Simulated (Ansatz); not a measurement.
# FGeH₅O₂Si: one species, many methods

How much do the methods differ for FGeH₅O₂Si? The plan is to run it at one geometry with functionals of several rungs and with coupled cluster. The yardstick is the atomisation energy at the CCSD(T) limit.

Method: functionals in def2-TZVPP, the program's frozen cores in correlated methods; program: Ansatz 0.2.0, Gaussian basis.

Levels to be run: PBE-D4, r2SCAN-D4, PBE0-D4, B3LYP-D4, ωB97X-V, ωB97M-V, B2PLYP; CCSD(T)/def2-TZVPP; MP2/def2-QZVPP; extrapolation to the limit.

### 1 Structure used throughout

The geometry comes from an earlier relaxation with PBE0-D4 in a triple-zeta def2 set; it is a stationary point, not always the lowest conformer.

SMILES `O[SiH](F)[O][GeH3]`, 10 atoms, charge 0, spin multiplicity 1.

Atoms are counted from 1 here; the program's logs count them from 0.

Bond lengths: O1–Si2 1.633 Å, O1–H6 0.958 Å, Si2–F3 1.596 Å, Si2–O4 1.604 Å, Si2–H7 1.472 Å, O4–Ge5 1.786 Å, Ge5–H8 1.532 Å, Ge5–H9 1.534 Å, Ge5–H10 1.535 Å. Angles: Si2–O1–H6 118.7°, O1–Si2–F3 108.0°, O1–Si2–O4 108.1°, O1–Si2–H7 113.2°, F3–Si2–O4 111.1°, F3–Si2–H7 106.4°, O4–Si2–H7 109.9°, Si2–O4–Ge5 134.5°, O4–Ge5–H8 104.8°, O4–Ge5–H9 107.6°, O4–Ge5–H10 108.6°, H8–Ge5–H9 111.8°, H8–Ge5–H10 111.8°, H9–Ge5–H10 111.7°.

Geometry (Å):

```mol
FGeH5O2Si
  3D, bonds by distance, orders not assigned

 10  9  0  0  0  0  0  0  0  0999 V2000
   -1.0921   -1.5011   -0.0906 O   0  0
   -0.1131   -0.8497    1.0422 Si  0  0
    1.2206   -1.7236    1.1045 F   0  0
    0.2066    0.6633    0.6156 O   0  0
    0.3766    1.5148   -0.9453 Ge  0  0
   -1.1786   -2.4541   -0.1317 H   0  0
   -0.6919   -0.8774    2.3949 H   0  0
    1.1627    2.7878   -0.6143 H   0  0
   -1.0337    1.8327   -1.4574 H   0  0
    1.1430    0.6073   -1.9179 H   0  0
  1  2  8  0
  2  3  8  0
  2  4  8  0
  4  5  8  0
  1  6  8  0
  2  7  8  0
  5  8  8  0
  5  9  8  0
  5 10  8  0
M  END
```

### 2 PBE-D4 (GGA)

in.yaml reads:

```yaml
crystal:
  periodic: [false, false, false]
  atoms:
    - {symbol: O, position_ang: [-1.092149, -1.501134, -0.090638]}
    - {symbol: Si, position_ang: [-0.113056, -0.849687, 1.042189]}
    - {symbol: F, position_ang: [1.220639, -1.723618, 1.104548]}
    - {symbol: O, position_ang: [0.206563, 0.663347, 0.615647]}
    - {symbol: Ge, position_ang: [0.376623, 1.514761, -0.945327]}
    - {symbol: H, position_ang: [-1.178610, -2.454150, -0.131670]}
    - {symbol: H, position_ang: [-0.691949, -0.877353, 2.394863]}
    - {symbol: H, position_ang: [1.162685, 2.787837, -0.614276]}
    - {symbol: H, position_ang: [-1.033740, 1.832657, -1.457443]}
    - {symbol: H, position_ang: [1.143014, 0.607350, -1.917883]}
basis:
  gaussian: {orbitals: def2-TZVPP}
hamiltonian: {xc: pbe, dispersion: d4}
output: {forces: true, orbitals: {seedname: orbitals}}
```

The run is started by

```console
> ansatz run in.yaml --threads 2 --pin off --events-out ev --progress --plain --max-ram 32768MiB --backend cpu
```

After this run come: r2SCAN-D4 (meta-GGA); PBE0-D4 (hybrid); B3LYP-D4 (hybrid); ωB97X-V (range-separated); ωB97M-V (range-separated); B2PLYP (double hybrid); CCSD(T) in def2-TZVPP; MP2 in def2-QZVPP.

**Question.** What will the summary of the whole plan be? Wanted: atomisation energy, CCSD(T)/CBS; farthest; mean size of error, hybrid; mean size of error, range-separated; gap, smallest and largest; T1 diagnostic; triples share of the correlation energy.

As calculated:

| quantity | value |
| --- | --- |
| atomisation energy, CCSD(T)/CBS | 3644.5 kJ/mol |
| functionals within 36.4 kJ/mol (1.0 %) | r2SCAN-D4, ωB97X-V, ωB97M-V |
| farthest | PBE0-D4 (-103.6 kJ/mol) |
| mean size of error, hybrid | 83.5 kJ/mol |
| mean size of error, range-separated | 25.8 kJ/mol |
| gap, smallest and largest | 6.75 eV (PBE-D4), 13.66 eV (ωB97X-V) |
| T1 diagnostic | 0.0119 |
| triples share of the correlation energy | 3.2 % |

**Reading.** PBE-D4 misses by -38.6 kJ/mol. Double hybrids carry the basis error of their MP2 part in triple zeta, and no dispersion term here, so their miss is partly the set-up's. Misses under about 36.4 kJ/mol are within the doubt on the reference itself, which lacks core-valence correlation, relativity and higher excitations, and its outer-core shells are covered unevenly. Hartree-Fock recovers 72 % of the binding; the rest is correlation. The gap grows from 6.8 to 13.7 eV across the functionals, mostly with the share of exact exchange. Correlated methods include outer-core shells of Ge, which these sets cover unevenly.
